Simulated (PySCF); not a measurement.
# Solver options tried on C (triplet)

The same problem is solved with other solver options, one edit a run.

Method: each script names its method and basis; program: PySCF 2.14.0.

1 further run of the same task is left out (it didn't finish).

## 1. The atom

C (triplet): 1 atom, charge 0, spin multiplicity 3.

## 2. Base script

The input, input.py:

```python
from pyscf import gto, dft

mol = gto.M(
    atom='C 0 0 0',
    basis='x2c-svpall',
    charge=0,
    spin=2,
    verbose=4,
)
mf = dft.UKS(mol, xc='wb97x')
mf = mf.sfx2c1e()
mf.kernel()
mf.stability(internal=True, external=True)
mf.dip_moment()
print('orbital energies (hartree):', [e[max(0, n-3):n+3].round(4) for e, n in zip(mf.mo_energy, mol.nelec)])
```

The run is started by

```bash
$ OMP_NUM_THREADS=1 python input.py
```

The log of this run is left out.

Base result: E(SCF) = -37.816994 Eh, 7 cycles, ⟨S²⟩ = 2.005, internal unstable; real -> complex stable; UHF/UKS -> GHF/GKS unstable.

A lower solution of the same kind exists, so this energy is an upper bound. The triplet is typed in the script; nothing here shows that it is the ground state.

## 3. Damping 0.5

Variant 1 changes damping: none → 0.5.

The input, input.py:

```python
from pyscf import gto, dft

mol = gto.M(
    atom='C 0 0 0',
    basis='x2c-svpall',
    charge=0,
    spin=2,
    verbose=4,
)
mf = dft.UKS(mol, xc='wb97x')
mf = mf.sfx2c1e()
mf.damp = 0.5
mf.diis_start_cycle = 8
mf.kernel()
mf.stability(internal=True, external=True)
mf.dip_moment()
print('orbital energies (hartree):', [e[max(0, n-3):n+3].round(4) for e, n in zip(mf.mo_energy, mol.nelec)])
```

The run is started by

```bash
$ OMP_NUM_THREADS=1 python input.py
```

## 4. Level shift 0.3 hartree

Variant 2 changes level shift: none → 0.3 hartree.

input.py, as its differences from that of step 2:

```diff
@@ -11,2 +11,3 @@
 mf = mf.sfx2c1e()
+mf.level_shift = 0.3
 mf.kernel()
```

## 5. Damping 0.95

Variant 3 changes damping: none → 0.95.

input.py, as its differences from that of step 2:

```diff
@@ -11,2 +11,4 @@
 mf = mf.sfx2c1e()
+mf.damp = 0.95
+mf.diis_start_cycle = 8
 mf.kernel()
```

## 6. Second-order solver on

Variant 4 changes second-order solver: off → on.

input.py, as its differences from that of step 2:

```diff
@@ -11,2 +11,3 @@
 mf = mf.sfx2c1e()
+mf = mf.newton()
 mf.kernel()
```

## 7. Smearing width 0.2 hartree

Variant 5 changes smearing width: none → 0.2 hartree; step after the SCF: stability → none.

input.py, as its differences from that of step 2:

```diff
@@ -1,2 +1,2 @@
-from pyscf import gto, dft
+from pyscf import gto, dft, scf
 
@@ -11,4 +11,4 @@
 mf = mf.sfx2c1e()
+mf = scf.addons.smearing_(mf, sigma=0.2, method='fermi')
 mf.kernel()
-mf.stability(internal=True, external=True)
 mf.dip_moment()
```

## 8. Convergence threshold 1e-05 hartree

Variant 6 changes convergence threshold: default → 1e-05 hartree.

input.py, as its differences from that of step 2:

```diff
@@ -11,2 +11,3 @@
 mf = mf.sfx2c1e()
+mf.conv_tol = 1e-05
 mf.kernel()
```

**Question.** What will these runs give? Wanted: for each run, E(SCF); from base; gap, α spin; after the SCF.

The runs gave:

| run | E(SCF) (hartree) | from base (eV) | cycles | gap, α spin (eV) | after the SCF |
| --- | --- | --- | --- | --- | --- |
| base | -37.816994 | 0 | 7 | 8.92 | unstable: internal, UHF/UKS -> GHF/GKS |
| damping 0.5 | -37.816994 | 0.0000 | 11 | 8.92 | unstable: internal, UHF/UKS -> GHF/GKS |
| level shift 0.3 hartree | -37.816994 | 0.0000 | 9 | 8.92 | unstable: internal, UHF/UKS -> GHF/GKS |
| damping 0.95 | -37.816994 | 0.0000 | 13 | 8.92 | unstable: internal, UHF/UKS -> GHF/GKS |
| second-order solver on | -37.816994 | 0.0000 | 3 macro | 8.92 | unstable: internal, UHF/UKS -> GHF/GKS |
| smearing width 0.2 hartree (poor choice) | -37.319657 | not comparable | 14 | n/a | n/a |
| convergence threshold 1e-05 hartree | -37.816994 | 0.0000 | 5 | 8.92 | unstable: internal, UHF/UKS -> GHF/GKS |

Distance from each run's final energy (log10 hartree) by cycle:

| run | cycle 1 | cycle 2 | cycle 3 | cycle 5 | cycle 8 | cycle 12 |
| --- | --- | --- | --- | --- | --- | --- |
| base | -1.8 | -3.0 | -4.0 | -8.1 | done | done |
| damping 0.5 | -1.8 | -2.4 | -2.8 | -3.5 | -5.2 | done |
| level shift 0.3 hartree | -1.9 | -2.7 | -3.6 | -5.8 | -9.4 | done |
| damping 0.95 | -1.8 | -1.8 | -1.9 | -2.0 | -3.2 | -9.8 |
| second-order solver on | -8.6 | < -11 | < -11 | done | done | done |
| smearing width 0.2 hartree (poor choice) | -1.7 | -2.1 | -2.7 | -4.9 | -5.8 | -8.9 |
| convergence threshold 1e-05 hartree | -1.8 | -3.0 | -4.0 | -8.1 | done | done |

What this shows: With damping 0.5 or level shift 0.3 hartree or damping 0.95 or second-order solver on or convergence threshold 1e-05 hartree the SCF ends at the base energy. The base needs 7 cycles and the run with damping 0.95 needs 13. Rows marked «poor choice» come from settings spoiled on purpose.
